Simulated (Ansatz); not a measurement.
# AlH5Sn: the cost of one run

Program: Ansatz 0.2.0, Gaussian basis. Level of theory: single points in def2-TZVPP. These are calculated values, not measurements.

Cores are frozen in the correlated methods. Filled d shells of the heavier atoms are correlated. Core potentials replace the inner electrons past krypton, and spin-orbit coupling is left out.

## 1. Starting geometry

SMILES `[AlH2][SnH3]`, 7 atoms, charge 0, spin multiplicity 1.

Atoms are counted from 1 here; the program's logs count them from 0.

Bond lengths: Al1–Sn2 2.588 Å, Al1–H3 1.604 Å, Al1–H4 1.595 Å, Sn2–H5 1.673 Å, Sn2–H6 1.843 Å, Sn2–H7 1.718 Å. Angles: Sn2–Al1–H3 128.5°, Sn2–Al1–H4 116.0°, H3–Al1–H4 115.4°, Al1–Sn2–H5 106.3°, Al1–Sn2–H6 117.7°, Al1–Sn2–H7 115.0°, H5–Sn2–H6 103.0°, H5–Sn2–H7 104.2°, H6–Sn2–H7 108.9°.

As a file:

```csv
atom,x (Å),y (Å),z (Å)
Al1,-0.4348,-1.5131,0.1194
Sn2,0.3396,0.9551,0.0485
H3,-0.1932,-2.6035,1.2714
H4,-1.3364,-1.9982,-1.1038
H5,-0.1542,1.5607,-1.4305
H6,-0.4187,2.1270,1.2519
H7,2.0425,1.1819,0.0504
```

## 2. PBE-D4/def2-TZVPP

File run/in.yaml:

```yaml
crystal:
  periodic: [false, false, false]
  atoms:
    - {symbol: Al, position_ang: [-0.434849, -1.513066, 0.119409]}
    - {symbol: Sn, position_ang: [0.339590, 0.955135, 0.048548]}
    - {symbol: H, position_ang: [-0.193210, -2.603453, 1.271357]}
    - {symbol: H, position_ang: [-1.336390, -1.998239, -1.103845]}
    - {symbol: H, position_ang: [-0.154226, 1.560683, -1.430471]}
    - {symbol: H, position_ang: [-0.418700, 2.127046, 1.251925]}
    - {symbol: H, position_ang: [2.042517, 1.181906, 0.050383]}
basis:
  gaussian: {orbitals: def2-TZVPP}
hamiltonian: {xc: pbe, dispersion: d4}
output: {forces: true}
```

Run with:

```bash
$ ansatz run in.yaml --threads 2 --pin off --events-out ev --progress --plain --max-ram 3481MiB
```

Q: Estimate wall time and peak memory on 2 threads of Arm Neoverse V1, shared host.

About 2 s, with a peak of 0.16 GiB.
